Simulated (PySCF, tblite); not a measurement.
# C₆H₁₃N₃Si: geometry, infrared bands and NMR shifts

What infrared bands and NMR shifts should C₆H₁₃N₃Si (`Cc1ncnn1[Si](C)(C)C`) show?

The runs use tblite 0.8.0 and PySCF 2.14.0, with density-fitted response routines of our own; the level of theory stands in each step. All values are computed, except where a source is named. Atoms are numbered from 0 throughout.

## 1. The starting structure

23 atoms, charge 0, multiplicity 1; geometry from: force field or distance geometry start.

Bonds of the start (Å): C0–C1 1.49, C1–N2 1.33, N2–C3 1.38, C3–N4 1.33, N4–N5 1.35, N5–Si6 1.77, Si6–C7 1.88, Si6–C8 1.88, Si6–C9 1.87, N5–C1 1.37, C0–H10 1.10, C0–H11 1.08, C0–H12 1.09, C3–H13 1.08, C7–H14 1.09, C7–H15 1.08, C7–H16 1.10, C8–H17 1.10, C8–H18 1.09, C8–H19 1.10, C9–H20 1.10, C9–H21 1.09, C9–H22 1.08.

## 2. Optimising the geometry with GFN2-xTB

The job: settings as JSON, then the geometry in Å.

```
{"job": {"kind": "relax", "xc": "GFN2-xTB", "basis": "xTB"}, "charge": 0, "multiplicity": 1}
C      2.072600    -1.495500     0.071200
C      1.928100    -0.011000     0.100500
N      2.953100     0.825700     0.202400
C      2.344800     2.060100     0.187200
N      1.015000     2.030300     0.116900
N      0.757900     0.708000     0.049100
Si    -0.903100     0.111000    -0.059200
C     -2.080700     1.541700    -0.370100
C     -1.383600    -0.715200     1.561600
C     -1.088000    -1.120700    -1.456400
H      1.424900    -1.977300     0.816500
H      3.093900    -1.786600     0.290000
H      1.810900    -1.877600    -0.910400
H      2.898000     2.983000     0.255700
H     -2.044100     2.276200     0.440800
H     -1.838600     2.046000    -1.298100
H     -3.114600     1.175300    -0.444600
H     -2.434300    -1.041800     1.527400
H     -0.768800    -1.586800     1.766200
H     -1.269700    -0.013600     2.402500
H     -0.684400    -0.700800    -2.386400
H     -0.561400    -2.051500    -1.240900
H     -2.132800    -1.351700    -1.612000
```

Command:

```sh
> OMP_NUM_THREADS=1 python probes_run.py task.json out
```

This one command runs all jobs of the session in turn.

**Question.** This job is followed by: GFN2-xTB harmonic vibrations, gas phase; GIAO PBE0/pcSseg-1 NMR shielding, non-relativistic, gas phase. What will the session give for the following? strongest single infrared mode (GFN2-xTB); zero-point energy (GFN2-xTB); 13C shifts against TMS (PBE0/pcSseg-1, means over atoms taken as alike); 1H shifts against TMS (PBE0/pcSseg-1, means over atoms taken as alike); 15N shifts against NH3 (PBE0/pcSseg-1); 29Si shifts against TMS (PBE0/pcSseg-1).

**Answer**, as computed:

| quantity | value |
| --- | --- |
| strongest single infrared mode (GFN2-xTB) | 873 cm⁻¹, 263 km/mol |
| zero-point energy (GFN2-xTB) | 116.8 kcal/mol |
| 13C shifts against TMS (PBE0/pcSseg-1, means over atoms taken as alike) | 162.4, 156.9, 15.9, 0.4 ppm |
| 1H shifts against TMS (PBE0/pcSseg-1, means over atoms taken as alike) | 7.80, 2.58, 0.46 ppm |
| 15N shifts against NH3 (PBE0/pcSseg-1) | 342.3, 297.9, 241.5 ppm |
| 29Si shifts against TMS (PBE0/pcSseg-1) | 12.7 ppm |

The optimisation took 52 steps and gained 0.187 eV; among the close pairs (by a distance rule), Si6–C9 changed most, from 1.872 to 1.906 Å. All 63 modes are real, so the xTB geometry is a minimum. The strongest single mode, at 873 cm⁻¹, has its largest shares on H16, Si6, H22 and H17 (the list is cut at 4 atoms). Unscaled tight-binding wavenumbers are off by several per cent, some by more. Its intensities can rank the bands wrongly. At PBE0/pcSseg-1: The widest tensor belongs to N4: span 440 ppm, with a paramagnetic part of -401 ppm. NICS(1)zz of -30 ppm above the planar ring from C1 marks a diatropic (aromatic) ring current.
